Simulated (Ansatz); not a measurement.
This script makes an atomisation energy of C3H8Ge, SMILES C[CH2][Ge][CH3] with the Ansatz DFT code, driven from Python.

`run_tae.py`:
```python
'''Energy to split C3H8Ge into its atoms.'''

from collections import Counter

import ansatz as az
from ase import Atoms


def energy_of(molecule, charge=0, unpaired=0):
    calc = (
        molecule.calculation()
        .basis(gaussian='cc-pVDZ')
        .correlation('mp2')
    )
    if charge:
        calc = calc.charge(charge)
    if unpaired:
        calc = calc.spin('collinear', total=unpaired)
    report = calc.run(threads=1, pin='off').report
    if report['published_state_doubts']:
        print('  doubts:', report['published_state_doubts'])
    return report['free_energy_ev']


def main() -> None:
    atoms = Atoms(['C', 'C', 'Ge', 'C', 'H', 'H', 'H', 'H', 'H', 'H', 'H', 'H'], positions=[
        (-0.7834, 1.2837, 0.3135),
        (-0.5479, 0.0961, 1.15),
        (1.1582, -0.662, 0.6772),
        (1.2492, -1.2673, -1.1579),
        (-0.8689, 1.0458, -0.7909),
        (-1.8124, 1.7762, 0.5922),
        (-0.0168, 2.0975, 0.4611),
        (-1.2934, -0.648, 0.9758),
        (-0.5359, 0.3981, 2.2668),
        (0.3596, -2.0138, -1.2673),
        (1.0019, -0.4144, -1.8104),
        (2.1668, -1.7472, -1.3761),
    ])
    mol = az.Crystal.molecule_from_ase(atoms)

    # unpaired electrons of the ground-state atoms
    unpaired = {'C': 2, 'Ge': 2, 'H': 1}
    counts = Counter(site.symbol for site in mol.cartesian_sites)
    atom_energy = {s: energy_of(az.Crystal.molecule().atom(s, (0, 0, 0)), 0, unpaired[s]) for s in counts}
    whole = energy_of(mol, 0, 0)
    for s, e in atom_energy.items():
        print(f'{s:2s} x{counts[s]}  {e:14.5f} eV')
    print(f'C3H8Ge: {whole:.5f} eV')
    split = sum(counts[s] * e for s, e in atom_energy.items()) - whole
    print(f'atomisation energy (no zero-point term): {96.485332 * split:.1f} kJ/mol, {split / sum(counts.values()):.3f} eV an atom')


if __name__ == '__main__':
    main()
```

What does it cost to take this molecule apart into atoms?

3986.7 kJ/mol from the electronic energies, without the zero-point term.

The output:

```console
$ python run_tae.py
C  x3     -1026.91171 eV
Ge x1    -56473.06295 eV
H  x8       -13.58606 eV
C3H8Ge: -59703.80539 eV
atomisation energy (no zero-point term): 3986.7 kJ/mol, 3.443 eV an atom
```

What to keep in mind:
- Total energies depend on the basis set; only differences at equal settings carry meaning.
- The geometry is a force-field or estimated start, not a minimum of this method, and the basis set is short of its limit. All parts are taken at fixed geometry, without zero-point energy.
- In double-zeta sets correlated atomisation energies come out some 10 to 15 % low.
- The whole script took 2.9 s on 1 thread of Arm Neoverse V2, on a shared host, peak memory 0.31 GiB.

(Lines on the test bed's own set-up are left out of the output.)
